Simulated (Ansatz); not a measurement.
# HfF+ (triplet): wave-function methods side by side, def2-SVP

An exercise on one series of results from a longer session: the logs are not shown, and one member is left open.

Program: Ansatz 0.2.0, Gaussian basis. Level of theory: def2-SVP, core rule «outside noble gas», up to 5 orbitals frozen. These are calculated values, not measurements.

Plan: UHF; CCSD(T) on ROHF; CCSD(T) on UHF; CISD as a restricted active space (open shells left free, so some higher excitations enter); CCSDT(Q) on ROHF; CCSDT(Q) on UHF.

20 further runs of the same task are left out: 9 for a known fault of the program, 4 that didn't finish, 7 set aside as unsound or not needed. Runs told in other sessions of the task aren't counted.

### The system

The geometry is a PBE0/def2-TZVP stationary point (not a proven minimum). No spin-orbit coupling is included. Elements past krypton take def2 core potentials.

2 atoms, charge 1, spin multiplicity 3.

Atoms are counted from 1 here; the program's logs count them from 0.

Bond lengths: Hf1–F2 1.816 Å.

Coordinates:

```xyz
2

Hf    0.0000    0.0000    0.0000
F     0.0000    0.0000    1.8164
```

The first run:

The input, in.yaml:

```yaml
crystal:
  periodic: [false, false, false]
  atoms:
    - {symbol: Hf, position_ang: [0.000000, 0.000000, 0.000000]}
    - {symbol: F, position_ang: [0.000000, 0.000000, 1.816400]}
basis:
  gaussian: {orbitals: def2-SVP}
total_charge: 1
magnetization: {spin_polarized: true, initial_magnetization: 2}
hamiltonian: {xc: hf}
output: {orbitals: {seedname: orbitals}}
```

On the command line:

```bash
$ ansatz run in.yaml --threads 1 --pin off --events-out ev --progress --plain --max-ram 2393MiB
```

Steps of the session up to this table: UHF; CCSD(T) on ROHF; CCSD(T) on UHF; CISD as a restricted active space (open shells left free, so some higher excitations enter); CCSDT(Q) on ROHF; CCSDT(Q) on UHF.

One table of the session follows, with a row left open; its other results are not shown here.

| method | from RCCSDT(Q) (kJ/mol) |
| --- | --- |
| ROHF | +612.1 |
| UHF | +604.8 |
| RMP2 | +15.7 |
| UMP2 | ? |
| RCCSD | +16.7 |
| UCCSD | +10.5 |
| RCCSD(T) | +1.2 |
| UCCSD(T) | -4.9 |
| RCCSDT | +0.6 |
| UCCSDT | -5.6 |
| RCCSDT(Q) | 0 |
| UCCSDT(Q) | -7.1 |

Estimate the missing values for UMP2.

**Answer.** from RCCSDT(Q) (kJ/mol): +9.0. In the column «from RCCSDT(Q) (kJ/mol)» it lies between RCCSD(T) (+1.2) and UCCSD (+10.5).

Not comparable, so not listed: CISD as a restricted active space (open shells left free, so some higher excitations enter) (they don't share determinant, frozen orbitals or solution with the rows shown, or repeat one).

Limits of these values: Restricted and unrestricted rows rest on different reference determinants; a gap between their highest levels can come from leftover correlation error, from unlike frozen cores or from another state.
